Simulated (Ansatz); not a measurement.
# Dy3Br: the cost of one run

Program: Ansatz 0.2.0. Level of theory: DFT PBE, scalar-relativistic, plane waves, PAW; 4f electrons in the core of a trivalent norm-conserving potential. These are calculated values, not measurements.

1 further run of the same task is left out (it didn't finish).

## (1) The structure to begin with

The structure is cubic, space group Fm-3m (No. 225). The conventional cell has a = 7.615 Å, b = 7.615 Å, c = 7.615 Å, α = 90.00°, β = 90.00°, γ = 90.00°. Dy (site symmetry m-3m) has 8 Dy at 3.30 Å in its first shell of neighbours. Dy (site symmetry -43m) is surrounded by 4 Dy at 3.30 Å and 4 Br at 3.30 Å. Br (site symmetry m-3m) has 8 Dy at 3.30 Å in its first shell of neighbours.

As a file:

```cif
data_structure
_symmetry_space_group_name_H-M 'Fm-3m'
_symmetry_Int_Tables_number 225
_cell_length_a 7.6149
_cell_length_b 7.6149
_cell_length_c 7.6149
_cell_angle_alpha 90.000
_cell_angle_beta 90.000
_cell_angle_gamma 90.000
_cell_volume 441.56
loop_
_atom_site_label
_atom_site_type_symbol
_atom_site_symmetry_multiplicity
_atom_site_Wyckoff_symbol
_atom_site_fract_x
_atom_site_fract_y
_atom_site_fract_z
_atom_site_occupancy
Dy1 Dy 4 a 0.00000 0.00000 0.00000 1
Dy2 Dy 8 c 0.25000 0.75000 0.75000 1
Br1 Br 4 b 0.50000 0.00000 0.00000 1
```

Recipe of the guess: species swapped into a database cell of Sn3Bi (Fm-3m, No. 225), with Dy on the Sn sites and Br on the Bi sites. Its size is a rough estimate.

## (2) A first look at the guess

Input file input.yaml:

```yaml
crystal:
  lattice:
    - [0.0, 3.80745484, 3.80745484]
    - [3.80745484, 0.0, 3.80745484]
    - [3.80745484, 3.80745484, 0.0]
  atoms:
    - { symbol: Dy, position: [0.0, 0.0, 0.0] }
    - { symbol: Dy, position: [0.25, 0.25, 0.25] }
    - { symbol: Dy, position: [0.75, 0.75, 0.75] }
    - { symbol: Br, position: [0.5, 0.5, 0.5] }
basis:
  ecutwfc: 630
kpoints:
  mp_grid: { grid: [4, 4, 4] }
hamiltonian:
  xc: pbe
  pseudopotentials:
    kind: paw
    azcp: { Dy: "pseudopotentials/pbe/nc/lanthanide_3plus/Dy.nc.azcp" }
scf:
  occupations: { method: gaussian, width: 0.1 }
  lower_state_search: "off"
output:
  forces: true
  stress: true
  eigenvalues: true
```

Launch:

```bash
> ansatz run input.yaml --threads 1 --pin off --max-ram 2560MiB --backend cpu --events-out ev --progress --plain --runs-dir out
```

Q: Estimate wall time and peak memory on 1 thread of Arm Neoverse V1, shared host.

About 3.2 s, with a peak of 0.35 GiB.
